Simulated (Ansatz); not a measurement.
**SiSnH₅+ (SMILES [SiH2+][SnH3]): functionals against CCSD(T) at one geometry**

An exercise on one series of results from a longer session: the logs are not shown, and one member is left open.

The runs use Ansatz 0.2.0, Gaussian basis; single points in def2-TZVPP.

Cores are frozen in the correlated methods. Filled d shells of the heavier atoms are correlated. Core potentials replace the inner electrons past krypton, and spin-orbit coupling is left out.

## The system as given

SMILES `[SiH2+][SnH3]`, 7 atoms, charge 1, spin multiplicity 1.

Atoms are counted from 1 here; the program's logs count them from 0.

Bond lengths: Si1–Sn2 2.492 Å, Si1–H3 1.317 Å, Si1–H4 1.607 Å, Sn2–H6 1.654 Å, Sn2–H7 1.460 Å. Angles: Sn2–Si1–H3 126.2°, Sn2–Si1–H4 128.8°, H3–Si1–H4 104.4°, Si1–Sn2–H6 107.6°, Si1–Sn2–H7 109.9°, H6–Sn2–H7 114.2°.

As a file:

```
Si   -0.2203   -1.3849    0.2459
Sn    0.2817    1.0366   -0.0606
H     0.1361   -2.1298    1.2716
H    -0.8348   -2.4280   -0.8103
H    -0.4514    1.5043   -1.7802
H    -0.6231    1.8786    1.0388
H     1.7201    1.2632    0.0489
```

Set-up of the first run:

Input file run/in.yaml:

```yaml
crystal:
  periodic: [false, false, false]
  atoms:
    - {symbol: Si, position_ang: [-0.220300, -1.384900, 0.245900]}
    - {symbol: Sn, position_ang: [0.281700, 1.036600, -0.060600]}
    - {symbol: H, position_ang: [0.136100, -2.129800, 1.271600]}
    - {symbol: H, position_ang: [-0.834800, -2.428000, -0.810300]}
    - {symbol: H, position_ang: [-0.451400, 1.504300, -1.780200]}
    - {symbol: H, position_ang: [-0.623100, 1.878600, 1.038800]}
    - {symbol: H, position_ang: [1.720100, 1.263200, 0.048900]}
basis:
  gaussian: {orbitals: def2-TZVPP}
total_charge: 1
correlation: {method: ccsd_t}
output: {forces: true}
```

The command line of these runs was not kept.

Steps of the session up to this table: CCSD(T)/def2-TZVPP; PBE0-D4/def2-TZVPP; wB97M-V/def2-TZVPP; r2SCAN-D4/def2-TZVPP; PBE-D4/def2-TZVPP; HSE06-D4/def2-TZVPP; BLYP-D4/def2-TZVPP.

One of the session's tables, all rows but one given; the rest of the session is left out.

```
   method  RMS force component (eV/Å)  angle to CCSD(T) forces (°)
  CCSD(T)                       2.420                    reference
  PBE0-D4                       2.448                          2.0
  wB97M-V                           ?                            ?
r2SCAN-D4                       2.422                          2.5
   PBE-D4                       2.433                          4.8
 HSE06-D4                       2.446                          2.0
  BLYP-D4                       2.414                          3.9
```

**Question.** Estimate the row for wB97M-V.

**Answer.** RMS force component (eV/Å): 2.433; angle to CCSD(T) forces (°): 1.0.
